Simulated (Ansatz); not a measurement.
# YNiGe3: the cost of one run

Computed with Ansatz 0.2.0 (DFT PBEsol, scalar-relativistic, plane waves, PAW, unless a step's input says otherwise).

1 further run of the same task is left out (set aside as unsound or not needed).

## 1. The structure to begin with

Symmetry: Cmmm, No. 65, orthorhombic system. The conventional cell has a = 4.051 Å, b = 21.424 Å, c = 4.037 Å, α = 90.00°, β = 90.00°, γ = 90.00°. Y (site symmetry m2m) is surrounded by 10 Ge at 3.04 to 3.17 Å and 4 Ni at 3.12 Å. Around Ni (site symmetry m2m) lie 5 Ge at 2.27 to 2.32 Å. Ge (site symmetry m2m) has 2 Ni at 2.32 Å and 1 Ge at 2.47 Å as nearest neighbours. Ge (site symmetry m2m) is surrounded by 1 Ni at 2.27 Å and 2 Ge at 2.48 Å. Around Ge (site symmetry m2m) lie 2 Ni at 2.32 Å and 1 Ge at 2.46 Å.

Structure file:

```xyz
10
Lattice="2.0257 -10.7120 0.0000 2.0257 10.7120 0.0000 0.0000 0.0000 4.0365" Properties=species:S:1:pos:R:3 pbc="T T T"
Y     2.0257   -7.0887    2.0183
Y     2.0257    7.0887    2.0183
Ni    2.0257   -2.3712    0.0000
Ni    2.0257    2.3712    0.0000
Ge    2.0257    9.4793    0.0000
Ge    2.0257   -9.4793    0.0000
Ge    2.0257    4.6413    0.0000
Ge    2.0257   -4.6413    0.0000
Ge    2.0257    1.2291    2.0183
Ge    2.0257   -1.2291    2.0183
```

It goes back to an entry of the Materials Project.

It is the result of an earlier relaxation at this level (volume 17.52 Å³/atom; gap on the mesh: none (metal)).

## 2. Bands, states and charges

Contents of input.yaml:

```yaml
crystal:
  lattice:
    - [2.0256995884, -10.7119724316, 0.0]
    - [2.0256995884, 10.7119724316, 0.0]
    - [0.0, 0.0, 4.0365379087]
  atoms:
    - { symbol: "Y", position: [0.8308776582, 0.1691223418, 0.5] }
    - { symbol: "Y", position: [0.1691223418, 0.8308776582, 0.5] }
    - { symbol: Ni, position: [0.6106809421, 0.3893190579, 0.0] }
    - { symbol: Ni, position: [0.3893190579, 0.6106809421, 0.0] }
    - { symbol: Ge, position: [0.0575349597, 0.9424650403, 0.0] }
    - { symbol: Ge, position: [0.9424650403, 0.0575349597, 0.0] }
    - { symbol: Ge, position: [0.2833592416, 0.7166407584, 0.0] }
    - { symbol: Ge, position: [0.7166407584, 0.2833592416, 0.0] }
    - { symbol: Ge, position: [0.4426307767, 0.5573692233, 0.5] }
    - { symbol: Ge, position: [0.5573692233, 0.4426307767, 0.5] }
basis:
  ecutwfc: 420
kpoints:
  mp_grid: { grid: [10, 10, 10] }
  band_path:
    path:
      - [[0.0, 0.0, 0.0], [-0.5, 0.5, 0.0], [-0.25894028, 0.74105972, 0.0]]
      - [[0.25894028, 0.25894028, 0.0], [0.0, 0.0, 0.0], [0.0, 0.0, 0.5], [0.25894028, 0.25894028, 0.5]]
      - [[-0.25894028, 0.74105972, 0.5], [-0.5, 0.5, 0.5], [-0.5, 0.5, 0.0]]
      - [[0.0, 0.0, 0.0], [0.0, 0.5, 0.0], [0.0, 0.5, 0.5], [0.0, 0.0, 0.5], [-0.5, 0.5, 0.5]]
    npoints: 14
hamiltonian:
  xc: pbesol
scf:
  occupations: { method: gaussian, width: 0.1 }
  n_extra_bands: 25
output:
  forces: true
  stress: true
  eigenvalues: true
  populations: true
  dos: { projected: true, de: 0.02, nscf_kmesh: { grid: [15, 15, 15] } }
  bader: true
  write_density: true
  write_potential: true
  elf: true
  volumetric_format: npy
```

On the command line:

```
$ ansatz run input.yaml --threads 2 --pin off --max-ram 5120MiB --backend cpu --events-out ev --progress --plain --runs-dir out
```

What time and memory should one allow on 2 threads of Intel Xeon Platinum 8259CL at 2.50GHz (Skylake/Cascade Lake), shared host?

About 8.4 min, with a peak of 4.4 GiB.
